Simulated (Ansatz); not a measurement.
# CH7ClO2SiSn: one species, many methods

An exercise on one series of results from a longer session: the logs are not shown, and one member is left open.

The runs use Ansatz 0.2.0, Gaussian basis; functionals in def2-TZVPP, the program's frozen cores in correlated methods.

Levels to be run: PBE-D4, r2SCAN-D4, PBE0-D4, B3LYP-D4, ωB97X-V, ωB97M-V, B2PLYP; CCSD(T)/def2-TZVPP; MP2/def2-QZVPP; extrapolation to the limit.

## The relaxed structure

All runs share one geometry, relaxed beforehand with PBE0-D4 in a triple-zeta def2 set. Sn takes the def2 core potential; no spin-orbit term is included.

SMILES `C[O][SnH]([Cl])[O][SiH3]`, 13 atoms, charge 0, spin multiplicity 1.

Atoms are counted from 1 here; the program's logs count them from 0.

Bond lengths: C1–O2 1.413 Å, C1–H7 1.096 Å, C1–H8 1.092 Å, C1–H9 1.096 Å, O2–Sn3 1.937 Å, Sn3–Cl4 2.319 Å, Sn3–O5 1.938 Å, Sn3–H10 1.685 Å, O5–Si6 1.639 Å, Si6–H11 1.487 Å, Si6–H12 1.485 Å, Si6–H13 1.489 Å. Angles: O2–C1–H7 112.0°, O2–C1–H8 107.6°, O2–C1–H9 112.1°, H7–C1–H8 108.3°, H7–C1–H9 108.6°, H8–C1–H9 108.2°, C1–O2–Sn3 120.6°, O2–Sn3–Cl4 107.7°, O2–Sn3–O5 107.9°, O2–Sn3–H10 110.5°, Cl4–Sn3–O5 105.1°, Cl4–Sn3–H10 114.1°, O5–Sn3–H10 111.2°, Sn3–O5–Si6 136.0°, O5–Si6–H11 111.1°, O5–Si6–H12 107.8°, O5–Si6–H13 110.9°, H11–Si6–H12 109.3° and more.

Geometry (Å):

```
C    -1.3978    1.0938   -1.3080
O    -0.5422    1.9091   -0.5328
Sn    1.0606    1.1743    0.2683
Cl    2.2985    0.1776   -1.4198
O     0.5298   -0.2812    1.4334
Si    0.3251   -1.9001    1.2795
H    -1.8614    0.3012   -0.7098
H    -2.1908    1.7320   -1.7046
H    -0.8743    0.6322   -2.1532
H     1.8936    2.3657    1.1208
H     1.6339   -2.6038    1.2310
H    -0.4440   -2.3754    2.4571
H    -0.4312   -2.2254    0.0382
```

Set-up of the first run:

File in.yaml:

```yaml
crystal:
  periodic: [false, false, false]
  atoms:
    - {symbol: C, position_ang: [-1.397775, 1.093849, -1.308039]}
    - {symbol: O, position_ang: [-0.542168, 1.909102, -0.532844]}
    - {symbol: Sn, position_ang: [1.060637, 1.174349, 0.268307]}
    - {symbol: Cl, position_ang: [2.298524, 0.177597, -1.419830]}
    - {symbol: O, position_ang: [0.529834, -0.281164, 1.433398]}
    - {symbol: Si, position_ang: [0.325131, -1.900078, 1.279452]}
    - {symbol: H, position_ang: [-1.861401, 0.301156, -0.709807]}
    - {symbol: H, position_ang: [-2.190828, 1.731989, -1.704610]}
    - {symbol: H, position_ang: [-0.874337, 0.632184, -2.153173]}
    - {symbol: H, position_ang: [1.893637, 2.365742, 1.120760]}
    - {symbol: H, position_ang: [1.633928, -2.603846, 1.231046]}
    - {symbol: H, position_ang: [-0.444017, -2.375445, 2.457114]}
    - {symbol: H, position_ang: [-0.431154, -2.225436, 0.038236]}
basis:
  gaussian: {orbitals: def2-TZVPP}
hamiltonian: {xc: pbe, dispersion: d4}
output: {forces: true, orbitals: {seedname: orbitals}}
```

Command:

```sh
$ ansatz run in.yaml --threads 2 --pin off --events-out ev --progress --plain --max-ram 22528MiB --backend cuda --devices 0, --max-vram 18GiB
```

Steps of the session up to this table: PBE-D4 (GGA); r2SCAN-D4 (meta-GGA); PBE0-D4 (hybrid); B3LYP-D4 (hybrid); ωB97X-V (range-separated); ωB97M-V (range-separated); B2PLYP (double hybrid); CCSD(T) in def2-TZVPP; MP2 in def2-QZVPP.

One table of the session follows, with a row left open; its other results are not shown here.

| method | atomisation energy (kJ/mol) |
| --- | --- |
| PBE-D4 | 4373.1 |
| r2SCAN-D4 | 4348.8 |
| PBE0-D4 | 4295.5 |
| B3LYP-D4 | 4321.0 |
| ωB97X-V | 4377.0 |
| ωB97M-V | 4351.5 |
| B2PLYP | 4279.9 |
| HF/def2-TZVPP | 3105.7 |
| MP2/def2-TZVPP | 4301.8 |
| CCSD/def2-TZVPP | 4174.5 |
| CCSD(T)/def2-TZVPP | 4244.0 |
| MP2/CBS | 4444.1 |
| CCSD(T)/CBS | ? |

Estimate the missing values for CCSD(T)/CBS.

As computed: atomisation energy (kJ/mol): 4386.4. In the column «atomisation energy (kJ/mol)» it lies between ωB97X-V (4377.0) and MP2/CBS (4444.1).

Limits of these values: Free atoms (1 C, 2 O, 1 Sn, 1 Cl, 1 Si, 7 H) were run apart at each level; the atomisation energy is their sum less the molecule, without zero-point or spin-orbit terms.
